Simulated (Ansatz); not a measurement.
# C3H7AlO2: the cost of one run

Program: Ansatz 0.2.0. Level of theory: UKS PBE/6-31G. These are calculated values, not measurements.

## Step 1: The structure to begin with

Bond lengths: C1–C2 1.500 Å, C2–Al3 1.970 Å, Al3–O4 1.827 Å, C2–C5 1.476 Å, C2–O6 1.420 Å, C5–O6 1.385 Å, C1–H7 1.073 Å, C1–H8 1.081 Å, C1–H9 1.164 Å, Al3–H10 1.637 Å, O4–H11 1.051 Å, C5–H12 1.146 Å, C5–H13 1.170 Å. Angles (14 of 23 angles, heavy atoms first): C1–C2–Al3 118.1°, C1–C2–C5 119.5°, C1–C2–O6 112.8°, Al3–C2–C5 120.1°, Al3–C2–O6 111.9°, C5–C2–O6 57.1°, C2–Al3–O4 123.4°, C2–C5–O6 59.4°, C2–O6–C5 63.5°, C2–C1–H7 111.8°, C2–C1–H8 109.1°, C2–C1–H9 108.9°, C2–Al3–H10 120.5°, O4–Al3–H10 116.1°.

Coordinates:

```xyz
13

C    -1.3497   -0.4430   -0.4840
C    -0.0848    0.3173   -0.2149
Al    1.4588   -0.6736    0.5030
O     1.5416   -2.4976    0.5678
C    -0.1272    1.7904   -0.1248
O     0.2861    1.1675   -1.2907
H    -1.1775   -1.2941   -1.1147
H    -1.8140   -0.7023    0.4577
H    -2.1169    0.2699   -0.9917
H     2.7627    0.1278    1.0846
H     1.0576   -2.7231    1.4725
H     0.7448    2.3045    0.4127
H    -1.1610    2.3216   -0.2627
```

## Step 2: End point A

The input, input.yaml:

```yaml
crystal:
  periodic: [false, false, false]
  atoms:
    - { symbol: C, position_ang: [-1.3497, -0.443, -0.484] }
    - { symbol: C, position_ang: [-0.0848, 0.3173, -0.2149] }
    - { symbol: Al, position_ang: [1.4588, -0.6736, 0.503] }
    - { symbol: O, position_ang: [1.5416, -2.4976, 0.5678] }
    - { symbol: C, position_ang: [-0.1272, 1.7904, -0.1248] }
    - { symbol: O, position_ang: [0.2861, 1.1675, -1.2907] }
    - { symbol: H, position_ang: [-1.1775, -1.2941, -1.1147] }
    - { symbol: H, position_ang: [-1.814, -0.7023, 0.4577] }
    - { symbol: H, position_ang: [-2.1169, 0.2699, -0.9917] }
    - { symbol: H, position_ang: [2.7627, 0.1278, 1.0846] }
    - { symbol: H, position_ang: [1.0576, -2.7231, 1.4725] }
    - { symbol: H, position_ang: [0.7448, 2.3045, 0.4127] }
    - { symbol: H, position_ang: [-1.161, 2.3216, -0.2627] }
magnetization:
  spin_polarized: true
basis:
  gaussian: { orbitals: "6-31G" }
hamiltonian:
  xc: pbe
relax:
  f_tol: 0.02
  max_steps: 50
output:
  orbitals: {}
```

Launch:

```
ansatz run input.yaml --threads 2 --pin off --max-ram 3072MiB --backend cpu --events-out ev --progress --plain --runs-dir out
```

What time and memory should one allow on 2 threads of AMD EPYC 7B13 (Zen 3), shared host?

About 51 s, with a peak of 0.21 GiB.
